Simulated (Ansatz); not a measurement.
# TaAl: the cost of one run

Method: DFT PBE, scalar-relativistic, plane waves, PAW, in Ansatz 0.2.0.

1 further run of the same task is left out (it didn't finish).

## Step 1: Starting point

Symmetry: P4/nmm, No. 129, tetragonal system. The conventional cell has a = 2.870 Å, b = 2.870 Å, c = 8.393 Å, α = 90.00°, β = 90.00°, γ = 90.00°. Ta (site symmetry 4mm) has 8 Ta at 2.87 to 2.94 Å and 4 Al at 2.95 Å as nearest neighbours. Al (site symmetry 4mm) has 8 Al at 2.85 to 2.87 Å and 4 Ta at 2.95 Å as nearest neighbours.

As a file:

```xyz
4
Lattice="2.8701 0.0000 0.0000 0.0000 2.8701 0.0000 0.0000 0.0000 8.3927" Properties=species:S:1:pos:R:3 pbc="T T T"
Ta    0.0000    1.4350    7.3314
Ta    1.4350    0.0000    1.0613
Al    0.0000    1.4350    3.1990
Al    1.4350    0.0000    5.1937
```

A structure generator made this guess: species swapped into a database cell of ZrCd (P4/nmm, No. 129), with Ta on the Zr sites and Al on the Cd sites. Its size is a rough estimate.

## Step 2: Probe: one point on a coarse mesh

Contents of input.yaml:

```yaml
crystal:
  lattice:
    - [2.87009415, 0.0, 0.0]
    - [0.0, 2.87009415, 0.0]
    - [0.0, 0.0, 8.39270449]
  atoms:
    - { symbol: Ta, position: [0.0, 0.5, 0.87354416] }
    - { symbol: Ta, position: [0.5, 0.0, 0.12645584] }
    - { symbol: Al, position: [0.0, 0.5, 0.38116583] }
    - { symbol: Al, position: [0.5, 0.0, 0.61883417] }
basis:
  ecutwfc: 420
kpoints:
  mp_grid: { grid: [6, 6, 2] }
hamiltonian:
  xc: pbe
scf:
  occupations: { method: gaussian, width: 0.1 }
  lower_state_search: "off"
output:
  forces: true
  stress: true
  eigenvalues: true
```

Run with:

```sh
$ ansatz run input.yaml --threads 1 --pin off --max-ram 2560MiB --backend cpu --events-out ev --progress --plain --runs-dir out
```

**Question.** How long does this run take on 1 thread of Intel Xeon Platinum 8488C (Sapphire Rapids), shared host, and how much memory does it need?

About 1.6 s, with a peak of 0.38 GiB.
